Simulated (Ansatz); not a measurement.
a series on the perovskite structure: SrIrO3, SrIrS3, SrIrSe3, SrTe3Ir, a table of relaxed lattice constants and trends

Computed with Ansatz's Python interface.

Run as a notebook:

**Cell 1**
```python
import warnings

import ansatz as az
import numpy as np


def perovskite(a_site, b_site, x_site, a):
    return (
        az.Lattice.cubic(a)
        .space_group(221)
        .atom(a_site, (0, 0, 0))
        .atom(b_site, (0.5, 0.5, 0.5))
        .atom(x_site, (0.5, 0.5, 0))
    )
```

**Cell 2**
```python
POLARISED = {"SrIrO3"}
```

**Cell 3**
```python
def compute(name, crystal):
    calc = (
        crystal.calculation()
        .functional("LDA")
        .basis(18 * az.Ha)
        .scf(extra_bands=12)
        .kpoints(spacing=0.26)
        .occupations("fermi_dirac", width=0.1)
        .stress()
        .band_table()
    )
    if name in POLARISED:
        calc = calc.spin("collinear")
    calc = calc.relax(force_tolerance=0.03, max_steps=60, cell=True)
    return calc.run(threads=1, pin="off")
```

**Cell 4**
```python
def volume_per_atom(outcome):
    return abs(np.linalg.det(outcome.lattice.cell_ang)) / len(outcome.lattice.sites)

warnings.simplefilter("ignore", az.DeckWarning)
```

**Cell 5**
```python
phases = {}
phases["SrIrO3"] = perovskite("Sr", "Ir", "O", 4.0).moments(Ir=0.5)
phases["SrIrS3"] = perovskite("Sr", "Ir", "S", 4.36)
phases["SrIrSe3"] = perovskite("Sr", "Ir", "Se", 4.49)
phases["SrTe3Ir"] = perovskite("Sr", "Ir", "Te", 4.64)
```

**Cell 6**
```python
done = {name: compute(name, crystal) for name, crystal in phases.items()}
```
Output:
```text
RunWarning: the starting moments were not kept: the SCF closed with an absolute magnetisation of 1.5e-6 μB, where they sum to 0.5 μB in size (1 site). That is at most 0.1 of that sum. Measured as dr2_m measures the in/out step, that magnetisation stands 6.8e-13 eV from none, at or under the dr2_threshold of 1.0e-7 eV: [...]
```

**Cell 7**
```python
rows = [(name, float(np.linalg.norm(o.lattice.cell_ang[0])), volume_per_atom(o), abs(o.report["magnetization_mub"])) for name, o in done.items()]
print("  compound       a (A)  V (A^3/atom)  M (muB/cell)")
for row in rows:
    print(f"{str(row[0]):>10}  {row[1]:10.3f}  {row[2]:12.3f}  {row[3]:12.2f}")
```
Output:
```text
  compound       a (A)  V (A^3/atom)  M (muB/cell)
    SrIrO3       3.905        11.907          0.00
    SrIrS3       4.662        20.263          0.00
   SrIrSe3       4.902        23.554          0.00
   SrTe3Ir       5.252        28.977          0.00
```

From smallest to largest: SrIrO3 (11.91 Å³), SrIrS3 (20.26 Å³), SrIrSe3 (23.55 Å³) and SrTe3Ir (28.98 Å³). The largest is 143 % above the smallest.

Reading the output:
- The settings weren't tested for convergence.
- The SCF didn't keep the moments it started from (some shrank, vanished or turned); what is printed is the state reached.
- For the metals among these phases the mesh is modest: differences between phases can be off by up to 40 meV an atom.
- Spin-orbit coupling, which matters for elements this heavy, is left out.
- Warnings are shown shortened and without file and line.
- The cells are built on a prototype by substitution; a member may or may not take this structure in nature.
- The script silences the warnings on its input, which a real study should read.
- It ran for 2.2 min on 1 thread of Arm Neoverse V2, on a shared host, peak memory 0.58 GiB.

(Lines on the test bed's own set-up are left out of the output.)
